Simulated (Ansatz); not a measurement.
# LuTl3: a short molecular-dynamics run

What does LuTl3 do over 60 steps of 0.5 fs at constant energy, with velocities drawn for 900 K? The cell is a randomly packed cell of 8 atoms, taken as it stands, without a relaxation.

Program: Ansatz 0.2.0. Level of theory: DFT PBE, plane waves, PAW, scalar-relativistic, no spin polarisation. These are calculated values, not measurements.

## Step 1: The structure to begin with

The cell holds 8 atoms (Lu2Tl6): a = 5.898 Å, b = 6.122 Å, c = 6.359 Å, α = 109.85°, β = 90.98°, γ = 78.21°.

Coordinates:

```
CELL_PARAMETERS angstrom
5.84241 0.79373 0.16378
0.43374 6.10616 -0.01823
0.01441 -2.14794 5.98483
ATOMIC_POSITIONS crystal
Lu 0.05860 0.27342 0.47109
Lu 0.87606 0.36956 0.00118
Tl 0.09412 0.73344 0.37328
Tl 0.85109 0.78718 0.79395
Tl 0.51311 0.14219 0.69492
Tl 0.27876 0.92428 0.93200
Tl 0.64325 0.90551 0.23175
Tl 0.54140 0.54446 0.49653
```

## Step 2: Dynamics

File input.yaml:

```yaml
crystal:
  lattice:
    - [5.842414, 0.793727, 0.163785]
    - [0.433736, 6.10616, -0.018233]
    - [0.014412, -2.147942, 5.984832]
  atoms:
    - { symbol: Lu, position: [0.058597, 0.273421, 0.471086] }
    - { symbol: Lu, position: [0.876057, 0.369557, 0.001178] }
    - { symbol: Tl, position: [0.094121, 0.733442, 0.37328] }
    - { symbol: Tl, position: [0.851094, 0.787179, 0.793948] }
    - { symbol: Tl, position: [0.513114, 0.142188, 0.694917] }
    - { symbol: Tl, position: [0.27876, 0.924279, 0.931995] }
    - { symbol: Tl, position: [0.643253, 0.905506, 0.23175] }
    - { symbol: Tl, position: [0.541396, 0.544463, 0.496527] }
kpoints:
  mp_grid: { grid: [3, 3, 3] }
magnetization:
  spin_polarized: false
scf:
  occupations: { method: fermi_dirac, width: 0.1 }
hamiltonian:
  pseudopotentials: { kind: paw }
  xc: pbe
basis:
  ecutwfc: 420
md:
  timestep: 0.5
  n_steps: 60
  ensemble: nve
  temperature: 900.0
  initial_velocities: maxwell_boltzmann
  seed: 294348
```

Run with:

```sh
ansatz run input.yaml --threads 2 --pin off --max-ram 2560MiB --backend cpu --events-out ev --progress --plain --runs-dir out
```

What does the calculation give? Wanted: temperature, first and last step; temperature, second half; potential energy, second half; largest change of the total energy; mean square displacement, second half.

**Answer**, as computed:

```
                             quantity                             value
                               length                60 steps of 0.5 fs
     temperature, first and last step                    900 and 1122 K
             temperature, second half  mean 1077 K, from 1027 to 1122 K
        potential energy, second half       -20 meV/atom from the start
   largest change of the total energy                     0.00 meV/atom
mean square displacement, second half             Tl 0.006, Lu 0.004 Å²
```

What this shows: The temperature starts at 900 K and averages 1077 K in the second half, where it still rises, from 1027 to 1122 K; the start was no minimum (force components up to 1.6 eV/Å), and the potential energy that it sheds (20 meV/atom) turns into motion. The total energy strays from its start by at most 0.00 meV/atom, under 0.1 % of the mean kinetic energy, which is good for a step of 0.5 fs. Over the second half Tl atoms stand 0.1 Å (root mean square) from where they began, and the farthest move is 0.2 Å. 30 fs on 8 atoms is far too short and small for converged averages.
